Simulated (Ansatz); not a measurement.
# Co3H: the cost of one run

Computed with Ansatz 0.2.0 (DFT PBEsol, scalar-relativistic, plane waves, PAW, unless a step's input says otherwise).

4 further runs of the same task are left out: 4 set aside as unsound or not needed.

### Step 1. Starting point

The structure is hexagonal, space group P-6m2 (No. 187). The conventional cell has a = 2.456 Å, b = 2.456 Å, c = 20.969 Å, α = 90.00°, β = 90.00°, γ = 120.00°. Co (site symmetry 3m) is surrounded by 9 Co at 2.42 to 2.46 Å. Around Co (site symmetry -6m2) lie 12 Co at 2.42 to 2.46 Å.

Coordinates:

```cif
data_structure
_symmetry_space_group_name_H-M 'P-6m2'
_symmetry_Int_Tables_number 187
_cell_length_a 2.4564
_cell_length_b 2.4564
_cell_length_c 20.9695
_cell_angle_alpha 90.000
_cell_angle_beta 90.000
_cell_angle_gamma 120.000
_cell_volume 109.58
loop_
_atom_site_label
_atom_site_type_symbol
_atom_site_symmetry_multiplicity
_atom_site_Wyckoff_symbol
_atom_site_fract_x
_atom_site_fract_y
_atom_site_fract_z
_atom_site_occupancy
Co1 Co 2 i 0.66667 0.33333 0.90671 1
Co2 Co 1 c 0.33333 0.66667 0.00000 1
```

Planes are indexed in the bulk's conventional cell (P6_3/mmc (No. 194)), a = 2.456 Å, b = 2.456 Å, c = 3.969 Å, α = 90.00°, β = 90.00°, γ = 120.00°.

It is a (001) slab, 4.0 Å thick as cut, with 17 Å of vacuum; its outer planes are Co (top) and Co (bottom). An earlier relaxation, lower half held, gave -15277.2930 eV, work function 5.12 eV.

### Step 2. Start: H, top (Co)

The input, input.yaml:

```yaml
crystal:
  lattice:
    - [2.456418903, 0.0, 0.0]
    - [-1.2282094515, 2.1273211723, 0.0]
    - [0.0, 0.0, 22.969471087]
  atoms:
    - { symbol: Co, position: [0.6666666667, 0.3333333333, 0.3700564096], spin: 1.94 }
    - { symbol: Co, position: [0.3333333333, 0.6666666667, 0.455226739], spin: 1.89 }
    - { symbol: Co, position: [0.6666666667, 0.3333333333, 0.5403882489], spin: 1.94 }
    - { symbol: H, position: [0.6666666667, 0.3333333333, 0.609175205], spin: 1.0 }
basis:
  ecutwfc: 420
kpoints:
  mp_grid: { grid: [12, 12, 1] }
hamiltonian:
  xc: pbesol
scf:
  occupations: { method: gaussian, width: 0.1 }
output:
  forces: true
  eigenvalues: true
  populations: true
  write_density: true
  write_potential: true
  elf: true
  volumetric_format: npy
magnetization:
  spin_polarized: true
relax:
  adjacent_minimum: "off"
  f_tol: 0.03
  max_steps: 70
  constraints: [{ sites: [0] }]
efield:
  axis: 3
  dipole_correction: true
  ramp_width: 0.04
```

The run is started by

```sh
$ ansatz run input.yaml --threads 1 --pin off --max-ram 2560MiB --backend cpu --events-out ev --progress --plain --runs-dir out
```

What time and memory should one allow on 1 thread of Intel Xeon at 2.50GHz (Skylake/Cascade Lake), shared host?

About 3.7 min, with a peak of 0.47 GiB.
